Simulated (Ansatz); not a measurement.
**C₂H₃Cl₂Ga: up Jacob's ladder to CCSD(T)**

The task here is to estimate one member of a computed series from the others.

The runs use Ansatz 0.2.0, Gaussian basis; functionals in def2-TZVPP, the program's frozen cores in correlated methods.

The runs, in order: LDA (SPW92), PBE-D4, revPBE-D4, BLYP-D4, r2SCAN-D4, B97M-V, PBE0-D4, B3LYP-D4, r2SCANh-D4, r2SCAN0-D4, HSE06-D4, BHLYP-D4, CAM-B3LYP-D4, LC-ωPBE, ωB97X-V, ωB97M-V, B2PLYP, PBE-QIDH; CCSD(T)/def2-SVP; CCSD(T)/def2-TZVPP; MP2/def2-QZVPP; extrapolation to the limit; RPA on PBE.

**The relaxed structure**

The geometry comes from an earlier relaxation with PBE0-D4 in a triple-zeta def2 set; it is a stationary point, not always the lowest conformer.

SMILES `C=[CH][Ga]([Cl])[Cl]`, 8 atoms, charge 0, spin multiplicity 1.

Atoms are counted from 1 here; the program's logs count them from 0.

Bond lengths: C1–C2 1.330 Å, C1–H6 1.087 Å, C1–H7 1.086 Å, C2–Ga3 1.928 Å, C2–H8 1.086 Å, Ga3–Cl4 2.132 Å, Ga3–Cl5 2.137 Å. Angles: C2–C1–H6 121.8°, C2–C1–H7 122.1°, H6–C1–H7 116.1°, C1–C2–Ga3 120.4°, C1–C2–H8 119.9°, Ga3–C2–H8 119.6°, C2–Ga3–Cl4 124.2°, C2–Ga3–Cl5 120.4°, Cl4–Ga3–Cl5 115.4°.

The first run:

in.yaml reads:

```yaml
crystal:
  periodic: [false, false, false]
  atoms:
    - {symbol: C, position_ang: [0.786911, 0.535067, 1.116899]}
    - {symbol: C, position_ang: [-0.133252, -0.318561, 0.676416]}
    - {symbol: Ga, position_ang: [-0.626258, -0.347728, -1.187178]}
    - {symbol: Cl, position_ang: [-2.087914, -1.657252, -2.020156]}
    - {symbol: Cl, position_ang: [0.304160, 0.986292, -2.573261]}
    - {symbol: H, position_ang: [1.081115, 0.570826, 2.163085]}
    - {symbol: H, position_ang: [1.287513, 1.235856, 0.454697]}
    - {symbol: H, position_ang: [-0.612285, -1.004500, 1.369497]}
basis:
  gaussian: {orbitals: def2-TZVPP}
hamiltonian: {xc: lda}
output: {orbitals: {seedname: orbitals}}
```

Launch:

```
$ ansatz run in.yaml --threads 4 --pin off --events-out ev --progress --plain --max-ram 10444MiB
```

Steps of the session up to this table: LDA; PBE-D4 (GGA); revPBE-D4 (GGA); BLYP-D4 (GGA); r2SCAN-D4 (meta-GGA); B97M-V (meta-GGA); B3LYP-D4 (hybrid); r2SCANh-D4 (hybrid); r2SCAN0-D4 (hybrid); HSE06-D4 (hybrid); BHLYP-D4 (hybrid); CAM-B3LYP-D4 (range-separated); LC-ωPBE (range-separated); ωB97X-V (range-separated); ωB97M-V (range-separated); B2PLYP (double hybrid); PBE-QIDH (double hybrid).

One of the session's tables, all rows but one given; the rest of the session is left out.

It belongs to the step «Orbital energies across the functionals». 

```
  functional  HOMO (eV)  LUMO (eV)  gap (eV)
 LDA (SPW92)      -7.62      -3.00      4.62
      PBE-D4      -7.47      -2.72      4.75
   revPBE-D4      -7.41      -2.61      4.80
     BLYP-D4      -7.32      -2.60      4.72
   r2SCAN-D4      -7.79      -2.56      5.23
      B97M-V      -7.79      -2.56      5.23
     PBE0-D4      -8.74      -1.86      6.88
    B3LYP-D4      -8.48      -2.09      6.39
  r2SCANh-D4          ?          ?         ?
  r2SCAN0-D4      -8.91      -1.77      7.13
    HSE06-D4      -8.34      -2.23      6.10
    BHLYP-D4      -9.67      -0.96      8.71
CAM-B3LYP-D4     -10.07      -0.86      9.20
     LC-ωPBE     -11.49       0.27     11.76
     ωB97X-V     -11.09       0.17     11.27
     ωB97M-V     -10.98       0.03     11.01
```

Estimate the missing values for r2SCANh-D4.

Worked estimate for «HOMO (eV)». Against the share of exact exchange, r2SCAN-D4 (0, -7.79), r2SCAN0-D4 (0.25, -8.91) give a slope of -4.48 per unit share; at 0.1 the line stands at -8.24.

The run gave: HOMO (eV): -8.27; LUMO (eV): -2.24; gap (eV): 6.03. In «HOMO (eV)» the line misses by +0.03.
